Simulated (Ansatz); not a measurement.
Geometry optimisation, DFT PBE, scalar-relativistic, plane waves, PAW (Ansatz 0.2.0).

input.yaml

```yaml
crystal:
  lattice:
    - [0.0, 5.43, 5.43]
    - [5.43, 0.0, 5.43]
    - [5.43, 5.43, 0.0]
  atoms:
    - { symbol: Si, position: [0.0, 0.0, 0.0] }
    - { symbol: Si, position: [0.125, 0.125, 0.125] }
    - { symbol: Si, position: [0.0, 0.0, 0.5] }
    - { symbol: Si, position: [0.125, 0.125, 0.625] }
    - { symbol: Si, position: [0.0, 0.5, 0.0] }
    - { symbol: Si, position: [0.125, 0.625, 0.125] }
    - { symbol: Si, position: [0.0, 0.5, 0.5] }
    - { symbol: Si, position: [0.125, 0.625, 0.625] }
    - { symbol: Si, position: [0.5, 0.0, 0.0] }
    - { symbol: Si, position: [0.625, 0.125, 0.125] }
    - { symbol: Si, position: [0.5, 0.0, 0.5] }
    - { symbol: Si, position: [0.625, 0.125, 0.625] }
    - { symbol: Si, position: [0.5, 0.5, 0.0] }
    - { symbol: Si, position: [0.625, 0.625, 0.125] }
    - { symbol: Si, position: [0.5, 0.5, 0.5] }
    - { symbol: Si, position: [0.625, 0.625, 0.625] }
    - { symbol: Ti, position: [0.36368841, 0.37796997, 0.37593372] }
basis:
  ecutwfc: 420.0
kpoints:
  mp_grid: { grid: [2, 2, 2] }
hamiltonian:
  xc: pbe
  pseudopotentials: { kind: paw, azcp: { folder: soft_1 } }
scf:
  occupations: { method: gaussian, width: 0.02 }
  lower_state_search: "off"
relax:
  f_tol: 0.03
  max_steps: 60
  adjacent_minimum: "off"
output:
  write_density: true
  write_potential: true
  elf: true
  volumetric_format: npy
```

Run as:

```bash
$ ansatz run input.yaml --threads 1 --pin off --max-ram 3072MiB --backend cpu --events-out ev --progress --plain --runs-dir out
```

Q: Where does it end, and by what steps?

A: It converged. The force dipped under the threshold on the way, but the program's further checks kept it going. Limits of this set-up: coarse k mesh, a small cell, in which the defect meets its images, a typed lattice constant that wasn't relaxed here. After 8 steps the energy has fallen by 0.437 eV; Si13 moved furthest, 0.11 Å.

| step | energy less start (eV) | largest force component (eV/Å) | accepted |
| --- | --- | --- | --- |
| 0 | 0.0000 | 1.463 | yes |
| 1 | -0.4040 | 0.433 | yes |
| 2 | -0.4346 | 0.056 | yes |
| 3 | -0.4349 | 0.071 | yes |
| 4 | -0.4362 | 0.020 | yes |
| 5 | -0.4368 | 0.031 | yes |
| 6 | -0.4369 | 0.035 | yes |
| 7 | -0.4373 | 0.009 | yes |
| 8 | -0.4373 | 0.009 | yes |

```xyz
17
Lattice="0.0000 5.4300 5.4300 5.4300 0.0000 5.4300 5.4300 5.4300 0.0000" Properties=species:S:1:pos:R:3
Si 0.046 0.018 0.019
Si 1.392 1.357 1.357
Si 2.711 2.708 0.001
Si 4.077 4.098 1.305
Si 2.710 0.001 2.708
Si 4.076 1.305 4.099
Si 5.446 2.672 2.672
Si 6.808 4.069 4.070
Si 0.039 2.693 2.694
Si 1.347 4.070 4.072
Si 2.678 5.491 2.641
Si 4.072 6.827 4.046
Si 2.677 2.640 5.492
Si 4.072 4.046 6.827
Si 5.449 5.467 5.467
Si 6.742 6.785 6.788
Ti 4.050 4.068 4.069
```

Whether the end is a true minimum wasn't checked by a vibrational analysis.

Time of the run: 53 s on 1 thread of Intel(R) Xeon(R) Platinum 8488C (Sapphire Rapids), with other jobs on the host, peak memory 0.64 GiB.
